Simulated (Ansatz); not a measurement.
# Ta4O: what a guessed cell relaxes into, part 2 of 2

Aim: relax a trial structure of Ta4O and see where it ends.

Ansatz 0.2.0; DFT PBE, scalar-relativistic, plane waves, PAW.

### Step 6. Final relaxation

The end of the coarse run is made exact in the group found at a tolerance of 0.06 Å and reduced to its primitive cell.

input.yaml

```yaml
crystal:
  lattice:
    - [4.2913965184, 0.0, 0.0]
    - [0.0, 4.2913965184, 0.0]
    - [0.0, 0.0, 4.2913965184]
  atoms:
    - { symbol: Ta, position: [0.5, 0.0, 0.0] }
    - { symbol: Ta, position: [0.0, 0.5, 0.0] }
    - { symbol: Ta, position: [0.0, 0.0, 0.5] }
    - { symbol: Ta, position: [0.5, 0.5, 0.5] }
    - { symbol: O, position: [0.0, 0.0, 0.0] }
basis:
  ecutwfc: 420
kpoints:
  mp_grid: { grid: [10, 10, 10] }
hamiltonian:
  xc: pbe
scf:
  occupations: { method: gaussian, width: 0.1 }
output:
  forces: true
  stress: true
  eigenvalues: true
  write_density: true
  write_potential: true
  elf: true
  volumetric_format: npy
relax:
  adjacent_minimum: "off"
  f_tol: 0.01
  max_steps: 80
  cell: { stress_tol: 0.05 }
```

Run with:

```bash
ansatz run input.yaml --threads 1 --pin off --max-ram 2560MiB --backend cpu --events-out ev --progress --plain --runs-dir out
```

What it wrote:

```text
Warning: RAYON_NUM_THREADS=1 ignored (pool sized by the plan → 1); use --threads N
Engine: ansatz 0.2.0, aarch64-unknown-linux-gnu
Pseudopotentials: kind: paw
Pseudopotential: Ta, paw, valence charge 13, recommended cutoff 420 eV (normal), Ta.paw.azcp
Pseudopotential: O, paw, valence charge 6, recommended cutoff 420 eV (normal), O.paw.azcp
Functional definition: PBE
  parameter kappa = 0.804
  parameter beta = 0.06672455060314922
  exchange = pbe_x(kappa = kappa, mu = beta*pi^2/3)
  correlation = pbe_c(beta = beta)
Crystal: 5 atoms, lattice volume = 79.031 Å³
Basis set: ecut = 420 eV, 1551 PW (Γ), exchange–correlation on 60×60×60 points (8 copies of the dense FFT grid, shifted against one another)
Bands: 35, of which v1, the nominal top of the filled ones, is band 29 counted from 1 (28 counted from 0)
Symmetry: 48 space group operations
Space group: Pm-3m (ITA 221), of the structure as read, at distance tolerance 4.3e-5 Å
k-points: 56 of 1000
Non-local potential: Ta, projectors of the file, l = 0: 3, l = 1: 2, l = 2: 2, l = 3: 1
Non-local potential: O, projectors of the file, l = 0: 2, l = 1: 2, l = 2: 1
PAW form: soft (Blöchl's): semilocal exchange-correlation on the pseudo side does not see the compensation charge
PAW one-centre angular grid: Ta, 590 points (default); XC on 64 Gauss nodes
PAW one-centre angular grid: O, 110 points (default); XC on 64 Gauss nodes
Initial density: superposition of atomic densities (neutral atoms: chi_scale 0, normalization atom), corrected by the library's trained network
Initial wavefunctions: pseudopotential atomic-orbital guess
Functional: x = pbe(κ = 0.804, μ = 0.2195149727645171), c = pbe(β = 0.06672455060314922)
SCF iter   1: F=—  HF=-40296.696934 eV  |F-HF|=—  |Δ(HF+E_count)|=         —  Δρ=1.05e-2  dr2=7.92e-2  ethr=1.77e-3  ⟨swp⟩=4.4  Hψ=7620  notcnv=0
preconditioner: auto → Kerker (q_TF=auto, 2.591 Å⁻¹)  [metal: Δε(μ)=0.012 eV  Ē_g=5.481 eV  σ=0.100 eV  W_gap=0.07  n_scr=26 (ndim 8)  ℏωp=20.5 eV  f_vac=0.000  D(μ)=5.68/eV (n_scr^D=80)]
SCF iter   2: F=—  HF=-40296.687749 eV  |F-HF|=—  |Δ(HF+E_count)|=   9.19e-3  Δρ=4.69e-3  dr2=7.30e-3  ethr=1.37e-4  ⟨swp⟩=2.0  Hψ=2838  notcnv=0  defer=3
SCF iter   3: F=—  HF=-40296.688038 eV  |F-HF|=—  |Δ(HF+E_count)|=   2.90e-4  Δρ=2.28e-3  dr2=1.88e-3  ethr=1.26e-5  ⟨swp⟩=1.2  Hψ=1936  notcnv=0  defer=3
SCF iter   4: F=—  HF=-40296.688147 eV  |F-HF|=—  |Δ(HF+E_count)|=   1.08e-4  Δρ=2.86e-4  dr2=6.91e-5  ethr=3.25e-6  ⟨swp⟩=2.1  Hψ=2404  notcnv=0  defer=3
SCF iter   5: F=—  HF=-40296.688590 eV  |F-HF|=—  |Δ(HF+E_count)|=   4.43e-4  Δρ=1.36e-4  dr2=6.38e-6  ethr=1.19e-7  ⟨swp⟩=2.1  Hψ=3216  notcnv=0  defer=3
SCF iter   6: F=—  HF=-40296.688590 eV  |F-HF|=—  |Δ(HF+E_count)|=   4.70e-7  Δρ=2.36e-5  dr2=9.86e-7  ethr=1.10e-8  ⟨swp⟩=2.0  Hψ=2644  notcnv=0  defer=3
SCF iter   7: F=-40296.688590 eV  HF=-40296.688590 eV  |F-HF|=1.08e-8  |Δ(HF+E_count)|=   1.14e-7  Δρ=4.19e-6  dr2=1.66e-8  ethr=1.72e-10  ⟨swp⟩=10.5  Hψ=13015  notcnv=0
SCF 1 converged in 7 iterations: F = -40296.688590 eV  dr2 = 1.66e-8
relax step   1: F+E_penalty+E_count = -40296.68859018 eV  Δ(F+E_penalty+E_count) = +0.000e0 eV  max|allowed force component| = 1.283e-29 eV/Å  Δτ_max = 0.0000 Å  P = +0.503 GPa  Ω = 79.031 Å³  (7 SCF iters, dr2 threshold 1.00e-7 eV, accepted)
Crystal: 5 atoms, lattice volume = 79.412 Å³
Initial density: handed on by an earlier stage of this run
Initial wavefunctions: those handed on with the density
iter 1 solved again at ethr=5.34e-7 eV; its pass at ethr=3.10e-3 eV (dr2=3.10e-4 eV) is discarded
SCF iter   1: F=—  HF=-40296.687579 eV  |F-HF|=—  |Δ(HF+E_count)|=         —  Δρ=3.62e-4  dr2=3.13e-4  ethr=5.34e-7  ⟨swp⟩=2.0  Hψ=9742  notcnv=0
preconditioner: auto → Kerker (q_TF=auto, 2.589 Å⁻¹)  [metal: Δε(μ)=0.015 eV  Ē_g=5.462 eV  σ=0.100 eV  W_gap=0.08  n_scr=26 (ndim 8)  ℏωp=20.4 eV  f_vac=0.000  D(μ)=5.74/eV (n_scr^D=80)]
SCF iter   2: F=—  HF=-40296.688009 eV  |F-HF|=—  |Δ(HF+E_count)|=   4.29e-4  Δρ=1.90e-4  dr2=4.64e-5  ethr=5.34e-7  ⟨swp⟩=2.0  Hψ=2565  notcnv=0
SCF iter   3: F=—  HF=-40296.687997 eV  |F-HF|=—  |Δ(HF+E_count)|=   1.14e-5  Δρ=8.63e-5  dr2=1.38e-5  ethr=8.00e-8  ⟨swp⟩=1.5  Hψ=2339  notcnv=0
SCF iter   4: F=-40296.687993 eV  HF=-40296.687993 eV  |F-HF|=1.20e-7  |Δ(HF+E_count)|=   4.17e-6  Δρ=2.15e-5  dr2=3.14e-7  ethr=8.62e-10  ⟨swp⟩=8.6  Hψ=14657  notcnv=0
SCF 2 converged in 4 iterations: F = -40296.687993 eV  dr2 = 3.14e-7
relax step   2: F+E_penalty+E_count = -40296.68799301 eV  Δ(F+E_penalty+E_count) = +5.972e-4 eV  max|allowed force component| = 4.312e-30 eV/Å  Δτ_max = 0.0000 Å  P = -0.582 GPa  Ω = 79.412 Å³  energy of the carried Pulay correction = -4.986e-4 eV  (4 SCF iters, dr2 threshold 5.00e-7 eV, rejected (line search))
Crystal: 5 atoms, lattice volume = 79.207 Å³
iter 1 solved again at ethr=1.49e-7 eV; its pass at ethr=3.10e-3 eV (dr2=8.66e-5 eV) is discarded
SCF iter   1: F=—  HF=-40296.688194 eV  |F-HF|=—  |Δ(HF+E_count)|=         —  Δρ=1.99e-4  dr2=8.75e-5  ethr=1.49e-7  ⟨swp⟩=2.0  Hψ=9735  notcnv=0
preconditioner: auto → Kerker (q_TF=auto, 2.590 Å⁻¹)  [metal: Δε(μ)=0.001 eV  Ē_g=5.472 eV  σ=0.100 eV  W_gap=0.01  n_scr=26 (ndim 8)  ℏωp=20.4 eV  f_vac=0.000  D(μ)=5.73/eV (n_scr^D=80)]
SCF iter   2: F=—  HF=-40296.688640 eV  |F-HF|=—  |Δ(HF+E_count)|=   4.47e-4  Δρ=9.90e-5  dr2=1.14e-5  ethr=1.49e-7  ⟨swp⟩=2.0  Hψ=2638  notcnv=0
SCF iter   3: F=—  HF=-40296.688635 eV  |F-HF|=—  |Δ(HF+E_count)|=   5.31e-6  Δρ=4.25e-5  dr2=3.29e-6  ethr=1.96e-8  ⟨swp⟩=1.8  Hψ=3141  notcnv=0
SCF iter   4: F=—  HF=-40296.688635 eV  |F-HF|=—  |Δ(HF+E_count)|=   2.28e-7  Δρ=1.45e-5  dr2=1.38e-7  ethr=5.67e-9  ⟨swp⟩=2.0  Hψ=2614  notcnv=0
SCF iter   5: F=—  HF=-40296.688635 eV  |F-HF|=—  |Δ(HF+E_count)|=   1.74e-8  Δρ=6.65e-6  dr2=3.58e-8  ethr=2.38e-10  ⟨swp⟩=2.0  Hψ=2700  notcnv=0
SCF iter   6: F=—  HF=-40296.688635 eV  |F-HF|=—  |Δ(HF+E_count)|=   7.89e-9  Δρ=8.39e-7  dr2=5.70e-10  ethr=6.17e-11  ⟨swp⟩=2.0  Hψ=2680  notcnv=0
SCF iter   7: F=-40296.688635 eV  HF=-40296.688635 eV  |F-HF|=2.91e-11  |Δ(HF+E_count)|=  1.02e-10  Δρ=1.87e-7  dr2=3.57e-11  ethr=1.00e-12  ⟨swp⟩=4.8  Hψ=9892  notcnv=0
SCF 3 converged in 7 iterations: F = -40296.688635 eV  dr2 = 3.57e-11
relax step   3: F+E_penalty+E_count = -40296.68863487 eV  Δ(F+E_penalty+E_count) = -4.468e-5 eV  max|allowed force component| = 6.837e-30 eV/Å  Δτ_max = 0.0000 Å  P = -0.002 GPa  Ω = 79.207 Å³  energy of the carried Pulay correction = -2.309e-4 eV  (7 SCF iters, accepted)
Initial wavefunctions: pseudopotential atomic-orbital guess (no wavefunctions were taken with the density)
iter 1 solved again at ethr=1.88e-8 eV; its pass at ethr=3.10e-3 eV (dr2=1.09e-5 eV) is discarded
SCF iter   1: F=—  HF=-40296.688450 eV  |F-HF|=—  |Δ(HF+E_count)|=         —  Δρ=6.92e-5  dr2=1.87e-7  ethr=1.88e-8  ⟨swp⟩=3.9  Hψ=13769  notcnv=0
preconditioner: auto → Kerker (q_TF=auto, 2.590 Å⁻¹)  [metal: Δε(μ)=0.015 eV  Ē_g=5.472 eV  σ=0.100 eV  W_gap=0.08  n_scr=26 (ndim 8)  ℏωp=20.4 eV  f_vac=0.000  D(μ)=5.73/eV (n_scr^D=80)]
SCF iter   2: F=—  HF=-40296.688914 eV  |F-HF|=—  |Δ(HF+E_count)|=   4.64e-4  Δρ=3.54e-5  dr2=5.17e-8  ethr=3.23e-10  ⟨swp⟩=3.0  Hψ=4640  notcnv=0
SCF iter   3: F=—  HF=-40296.688915 eV  |F-HF|=—  |Δ(HF+E_count)|=   1.34e-6  Δρ=1.85e-5  dr2=1.15e-8  ethr=8.91e-11  ⟨swp⟩=2.0  Hψ=2263  notcnv=0
SCF iter   4: F=—  HF=-40296.688916 eV  |F-HF|=—  |Δ(HF+E_count)|=   4.92e-7  Δρ=2.48e-6  dr2=1.97e-9  ethr=1.99e-11  ⟨swp⟩=2.0  Hψ=2215  notcnv=0
SCF iter   5: F=—  HF=-40296.688916 eV  |F-HF|=—  |Δ(HF+E_count)|=   4.87e-9  Δρ=4.69e-7  dr2=5.85e-11  ethr=3.39e-12  ⟨swp⟩=2.0  Hψ=2651  notcnv=0
SCF iter   6: F=-40296.688916 eV  HF=-40296.688916 eV  |F-HF|=7.28e-12  |Δ(HF+E_count)|=  5.09e-11  Δρ=2.28e-7  dr2=1.44e-11  ethr=1.00e-12  ⟨swp⟩=6.1  Hψ=8376  notcnv=0
SCF 4 converged in 6 iterations: F = -40296.688916 eV  dr2 = 1.44e-11
relax step   4: F+E_penalty+E_count = -40296.68891592 eV  Δ(F+E_penalty+E_count) = -2.811e-4 eV  max|allowed force component| = 4.470e-30 eV/Å  Δτ_max = 0.0000 Å  P = +0.004 GPa  Ω = 79.207 Å³  stress off target by 3.58e-3 GPa  SCF on the basis re-selected at this cell (its energy is not comparable with the rows above)  (6 SCF iters)
basis re-selected at this cell: Δ(F+E_penalty+E_count) = -2.811e-4 eV, ΔP = +0.005 GPa vs the last step (what re-selecting the basis moved, of the pressure what is left beyond the Pulay correction that the steps carried, after the strain that the cell walked since its last selection, with what the two solves' SCF thresholds leave and, on support functions, any second-order correction that the steps lacked; it is no measure of the basis error at this ecutwfc). This SCF's stress stands 3.58e-3 GPa from its target on what of the cell is left free (relax.cell.stress_tol is 5.00e-2 GPa) and its largest allowed force component is 4.47e-30 eV/Å (relax.f_tol is 1.00e-2 eV/Å): within both
SCF converged after 6 iterations
Free energy (F): -40296.688916 eV
Harris-Foulkes:  -40296.688916 eV  (|F-HF|=7.28e-12)
Internal energy: -40296.660271 eV  (E = F + TS)
E sigma→0 (E₀):  -40296.674594 eV
Entropy (-TS):   -0.028645 eV (-5.729 meV/atom)
Fermi energy:    18.719052 eV
--- Per-component energies (eV) ---
  E_band       = -432.032001
  E_kinetic    = 1639.558574
  E_local      = -2615.081644  (includes V_loc(G=0)·N_el)
  E_nonlocal   = 104.620321
  E_hartree    = 917.914507
  E_xc         = -947.122668
  E_vxc        = -909.827768  (∫ρ·V_xc dr)
  E_paw        = -33744.263559  (= ΣΔE_a)
  E_vpaw       = -487.133621  (= ΣTr[D̂ρ^β])
  E_aug_tail   = 0.003100  (compensation charges beyond the density's cutoff)
  E_ewald      = -5652.288903
  E_smearing   = -0.028645  (= −TS)
  E_closure    = -0.000000  (closes the sum)
  Σ components = -40296.688916   (vs F -40296.688916, Δ=0.00e0)
--- Forces (eV/Å), atoms counted from 1 ---
  atom   1  Ta     0.00000000    -0.00000000     0.00000000
  atom   2  Ta    -0.00000000    -0.00000000    -0.00000000
  atom   3  Ta     0.00000000    -0.00000000     0.00000000
  atom   4  Ta    -0.00000000     0.00000000    -0.00000000
  atom   5  O     -0.00000000     0.00000000    -0.00000000
  max |Σ_I F_I| component: 5.52e-30 eV/Å
--- Stress (GPa, compression-positive) ---
        0.003583       0.000000       0.000000
        0.000000       0.003583       0.000000
        0.000000       0.000000       0.003583
  P = ⅓ Tr σ = 0.0036 GPa (0.036 kbar)
--- Band table (eV; the first three rows and the last of 56) ---
  k-point 0: bands = ["-49.5271", "-49.4477", "-49.4477", "-49.1646", "-16.5598", "-16.5598", "-16.5598", "-15.9224", "-15.9224", "-15.9224", "-15.8111", "-15.8111", "-15.8111", "-15.4468", "-15.4468", "-15.4468", "-4.4244", "11.1422", "11.4182", "11.4182", "11.4182", "14.2857", "14.2857", "14.7979", "14.7979", "14.7979", "18.4749", "18.4749", "18.4749", "20.9148", "20.9148", "21.4136", "21.9471", "21.9471", "21.9471"]
  k-point 1: bands = ["-49.5252", "-49.4494", "-49.4477", "-49.1649", "-16.5516", "-16.5516", "-16.5516", "-15.9252", "-15.9233", "-15.9233", "-15.8133", "-15.8133", "-15.8122", "-15.4644", "-15.4534", "-15.4534", "-4.3713", "11.0050", "11.3750", "11.3750", "11.4378", "14.3486", "14.3932", "14.8578", "14.9289", "14.9289", "18.3408", "18.5610", "18.5610", "20.7880", "20.9510", "21.2441", "21.4638", "21.4638", "21.9444"]
  k-point 2: bands = ["-49.5198", "-49.4541", "-49.4477", "-49.1655", "-16.5291", "-16.5289", "-16.5289", "-15.9312", "-15.9306", "-15.9306", "-15.8151", "-15.8139", "-15.8139", "-15.5124", "-15.4715", "-15.4715", "-4.2297", "10.4642", "11.2709", "11.2709", "11.7527", "14.4922", "14.7018", "15.0346", "15.2927", "15.2927", "17.9795", "18.8054", "18.8054", "20.0648", "20.5623", "20.5623", "21.0378", "21.0515", "21.8507"]
  k-point 55: bands = ["-49.4724", "-49.4724", "-49.4724", "-49.1688", "-17.1737", "-16.3013", "-16.3013", "-16.3013", "-16.0589", "-16.0589", "-15.6141", "-15.6141", "-15.6141", "-15.4684", "-15.4684", "-15.4684", "-2.7388", "8.5535", "8.5535", "8.5535", "13.9122", "15.2789", "15.2789", "15.2789", "18.3375", "18.3375", "18.3375", "18.6770", "18.6770", "18.8094", "18.8094", "18.8094", "21.7961", "21.7961", "21.7961"]
--- Relaxed structure (3 steps of the walk, 2 accepted, 1 SCFs on fresh bases) ---
  F+E_penalty+E_count = -40296.68891592 eV   max|allowed force component| = 4.470e-30 eV/Å   (the final SCF, on the basis selected at the relaxed cell)
  cell:  # Å, volume = 79.2072 Å³
    - [4.294589139259654, -1.2839532962581572e-34, 0.0]
    - [1.2839532962581572e-34, 4.294589139259654, 0.0]
    - [0.0, 0.0, 4.294589139259654]
  atoms:
    - { symbol: Ta, position: [0.5, -3.316901005224415e-48, 8.50355993718904e-49] }
    - { symbol: Ta, position: [-4.7601939486742004e-48, 0.5, 0.0] }
    - { symbol: Ta, position: [-1.1564841514577095e-47, 1.1139663517717646e-47, 0.5] }
    - { symbol: Ta, position: [0.5, 0.5, 0.5] }
    - { symbol: O, position: [-7.313061545982576e-48, -3.401423974875616e-49, -2.5510679811567125e-48] }
```

It took 32 s on 1 thread of Arm Neoverse V2, shared host; peak memory 0.41 GiB.

Step by step:

```
step  E - E(step 1) (eV/cell)  largest force component (eV/Å)  pressure (GPa)  volume (Å³)
   1                   0.0000                          0.0000            0.50        79.03
   2                   0.0006                          0.0000           -0.58        79.41
   3                   0.0000                          0.0000            0.00        79.21
   4                  -0.0003                          0.0000            0.00        79.21
```

Step 1 is the start. Step 4 repeats the geometry before it on a plane-wave basis chosen anew for that cell, so its energy need not be comparable with the rows above. Step 2 was tried and not accepted.

|  | before | after | change |
| --- | --- | --- | --- |
| a (Å) | 4.291 | 4.295 | +0.1 % |
| b (Å) | 4.291 | 4.295 | +0.1 % |
| c (Å) | 4.291 | 4.295 | +0.1 % |
| volume (Å³/atom) | 15.81 | 15.84 | +0.2 % |
| shortest distance (Å) | 2.146 | 2.147 | +0.1 % |
| space group (0.01 Å) | Pm-3m | Pm-3m | same |

The run keeps the 48 symmetry operations of the start, so it could not have lowered the symmetry.

Density in a lattice plane of the grid's cell (edges 4.29 and 4.29 Å, at 0.000 of the third edge), which holds Ta and O.

Ten even steps from '0' (0.16 e/Å³) to '9' (7.68 e/Å³):
```
875210012455455421001257
543100001345554310000134
211000000123332100000011
000000000011111000000000
000000000000000000000000
111000000000000000000011
332100000000000000000123
554310000000000000001345
455421000000000000012455
345421000000000000012454
455421000000000000012455
554310000000000000001345
332100000000000000000123
111000000000000000000011
000000000000000000000000
000000000011111000000000
211000000123332100000011
543100001345554310000134
875210012455455421001257
996310012454345421001369
```
Columns run along the first of these edges and rows up along the second, over one cell in 24 and 20 even steps from the bottom left corner. Atoms in the plane (fractional): Ta at (0.50, 0.00), Ta at (1.00, 0.50), O at (1.00, 1.00).

ELF in the same plane.

Values, 12 rows by 12 columns:
```
0.66 0.78 0.62 0.14 0.51 0.69 0.45 0.69 0.51 0.14 0.62 0.78
0.71 0.62 0.34 0.14 0.27 0.57 0.63 0.57 0.27 0.14 0.34 0.62
0.17 0.14 0.14 0.24 0.26 0.23 0.23 0.23 0.26 0.24 0.14 0.14
0.57 0.51 0.27 0.26 0.42 0.37 0.30 0.37 0.42 0.26 0.27 0.51
0.47 0.69 0.57 0.23 0.37 0.46 0.43 0.46 0.37 0.23 0.57 0.69
0.00 0.45 0.63 0.23 0.30 0.43 0.44 0.43 0.30 0.23 0.63 0.45
0.47 0.69 0.57 0.23 0.37 0.46 0.43 0.46 0.37 0.23 0.57 0.69
0.57 0.51 0.27 0.26 0.42 0.37 0.30 0.37 0.42 0.26 0.27 0.51
0.17 0.14 0.14 0.24 0.26 0.23 0.23 0.23 0.26 0.24 0.14 0.14
0.71 0.62 0.34 0.14 0.27 0.57 0.63 0.57 0.27 0.14 0.34 0.62
0.66 0.78 0.62 0.14 0.51 0.69 0.45 0.69 0.51 0.14 0.62 0.78
0.19 0.66 0.71 0.17 0.57 0.47 0.00 0.47 0.57 0.17 0.71 0.66
```
Columns run along the first of these edges and rows up along the second, over one cell in 12 and 12 even steps from the bottom left corner. Atoms in the plane (fractional): Ta at (0.50, 0.00), Ta at (1.00, 0.50), O at (1.00, 1.00).

Both are smooth fields of the valence electrons: close to the nuclei they are not physical.

Maxima of ELF outside the ion cores: 0.82 in the shell around O, 0.6 Å from O; 0.62 between the atoms, 1.7 Å from Ta.

### Step 7. Variant: basis.precision f64, xc_grid 1, eigensolver.kind davidson

input.yaml

```yaml
crystal:
  lattice:
    - [4.2945891393, 0.0, 0.0]
    - [0.0, 4.2945891393, 0.0]
    - [0.0, 0.0, 4.2945891393]
  atoms:
    - { symbol: Ta, position: [0.5, 0.0, 0.0] }
    - { symbol: Ta, position: [0.0, 0.5, 0.0] }
    - { symbol: Ta, position: [0.0, 0.0, 0.5] }
    - { symbol: Ta, position: [0.5, 0.5, 0.5] }
    - { symbol: O, position: [0.0, 0.0, 0.0] }
basis:
  ecutwfc: 420
  precision: f64
  xc_grid: 1
kpoints:
  mp_grid: { grid: [10, 10, 10] }
hamiltonian:
  xc: pbe
scf:
  occupations: { method: gaussian, width: 0.1 }
  eigensolver: { kind: davidson }
output:
  forces: true
  eigenvalues: true
  stress: true
```

Run with:

```bash
ansatz run input.yaml --threads 1 --pin off --max-ram 2560MiB --backend cpu --events-out ev --progress --plain --runs-dir out
```

What it wrote (excerpt; [...] marks lines left out):

```text
Warning: RAYON_NUM_THREADS=1 ignored (pool sized by the plan → 1); use --threads N
[...]
[... 4 set-up lines as earlier in the session ...]
[...]
Crystal: 5 atoms, lattice volume = 79.207 Å³
Basis set: ecut = 420 eV, 1551 PW (Γ)
[...]
  atom   2  Ta     0.00000000    -0.00000000     0.00000000
  atom   3  Ta     0.00000000     0.00000000     0.00000000
  atom   4  Ta     0.00000000    -0.00000000     0.00000000
  atom   5  O     -0.00000000     0.00000000    -0.00000000
[...]
--- Stress (GPa, compression-positive) ---
       -0.004494      -0.000000       0.000000
       -0.000000      -0.004494       0.000000
        0.000000       0.000000      -0.004494
  P = ⅓ Tr σ = -0.0045 GPa (-0.045 kbar)
--- Band table (eV; the first three rows and the last of 56) ---
[...]
```

Wall time 11 s (1 thread of Arm Neoverse V2, shared host); peak memory 0.35 GiB.

| run | ending | energy change | pressure (GPa) | gap (eV) | force (eV/Å) | cycles | time |
| --- | --- | --- | --- | --- | --- | --- | --- |
| step 6 | converged | 0 | 0.0 | 0.00 | 0.00 | - | 32 s |
| variant | converged | +0.1 meV/atom | 0.0 | 0.00 | 0.00 | 8 | 11 s |

Changing the arithmetic precision, numerical grids and solver leaves the energy as it was (+0.1 meV/atom).

### Step 8. What came out

This closing draws on all 2 parts. Changes of volume or cell count from the first structure of part 1.

```
                                                              quantity                                                                      value
                                symmetry at the end (tolerance 0.05 Å)                                                space group Pm-3m (No. 221)
                                                     conventional cell  a = 4.295 Å, b = 4.295 Å, c = 4.295 Å, α = 90.00°, β = 90.00°, γ = 90.00°
                                                                volume                                                              15.84 Å³/atom
energy over the elements (uncorrected; H, N, O, F and Cl as molecules)                                                              -0.54 eV/atom
                                                       gap on the mesh                                                               none (metal)
```

What this shows: The space group Pm-3m (No. 221) is kept, and the volume per atom grows by 6.3 % from the first guess. A negative formation energy is needed for stability but isn't enough; other structures and compounds were not set against it here. No finished test with a distortion of lower symmetry is shown, so the end may be a saddle point. Spin-orbit coupling is left out for Ta. Other magnetic orders were not searched.
